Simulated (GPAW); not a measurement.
HfRu3 in GPAW: convergence with bands over the usual count

Input of the first run (bands over the usual count 0.72); the others differ in this setting and in those tied to it:

File run.py:

```python
from ase import Atoms
from ase.dft.bandgap import bandgap
from ase.io import write
from ase.units import GPa
from gpaw import GPAW, PW

atoms = Atoms(['Hf', 'Ru', 'Ru', 'Ru'],
              cell=[[3.955773, 0.0, 0.0],
                    [0.0, 3.955773, 0.0],
                    [0.0, 0.0, 3.955773]],
              scaled_positions=[[0.0, 0.0, 0.0],
                                [0.0, 0.5, 0.5],
                                [0.5, 0.0, 0.5],
                                [0.5, 0.5, 0.0]],
              pbc=True)

calc = GPAW(mode=PW(600),
            xc='RPBE',
            kpts={'size': (5, 5, 5), 'gamma': True},
            occupations={'name': 'fermi-dirac', 'width': 0.05},
            nbands=38,
            convergence={'density': 1e-05, 'energy': 1e-05},
            maxiter=100,
            txt='gpaw.txt')
atoms.calc = calc
energy = atoms.get_potential_energy()
forces = atoms.get_forces()
stress = atoms.get_stress()
calc.write('gs.gpw')
write('result.traj', atoms)
print(f'Energy: {energy:.6f} eV')
print('Forces (eV/A):')
print(forces.round(4))
print('Stress (GPa):', (stress / GPa).round(3))
print('Fermi level:', round(calc.get_fermi_level(), 4), 'eV')
print(f'Gap: {bandgap(calc)[0]:.4f} eV, direct: {bandgap(calc, direct=True)[0]:.4f} eV')
```

Potentials or basis: the program's PAW data sets (release 1.2.1) made for this functional, pw.

Run with:

```console
$ OMP_NUM_THREADS=1 python run.py
```

The cell comes from a database or a generator and needn't be the stable form of this composition.

Hardware: 1 thread of Arm Neoverse V1, with other jobs on the host.

| bands over the usual count | energy less the tightest run, at zero smearing (meV/atom) | SCF cycles | CPU time (s) | peak memory (GiB) |
| --- | --- | --- | --- | --- |
| 0.72 | 0.00 | 10 | 20 | 0.19 |
| 0.8 | 0.00 | 10 | 21 | 0.19 |
| 0.9 | 0.00 | 10 | 23 | 0.19 |
| 1 | 0.00 | 11 | 26 | 0.19 |
| 1.3 | 0.00 | 11 | 35 | 0.2 |
| 1.7 | 0.00 | 13 | 52 | 0.2 |
| 2.5 | 0.00 | 11 | 72 | 0.22 |

Against the tightest run, the energy stays within 1 meV/atom from 0.72 on. The tightest run that finished is the yardstick and may itself not be fully converged.

Spin-orbit coupling is left out, which matters for the levels of Hf.
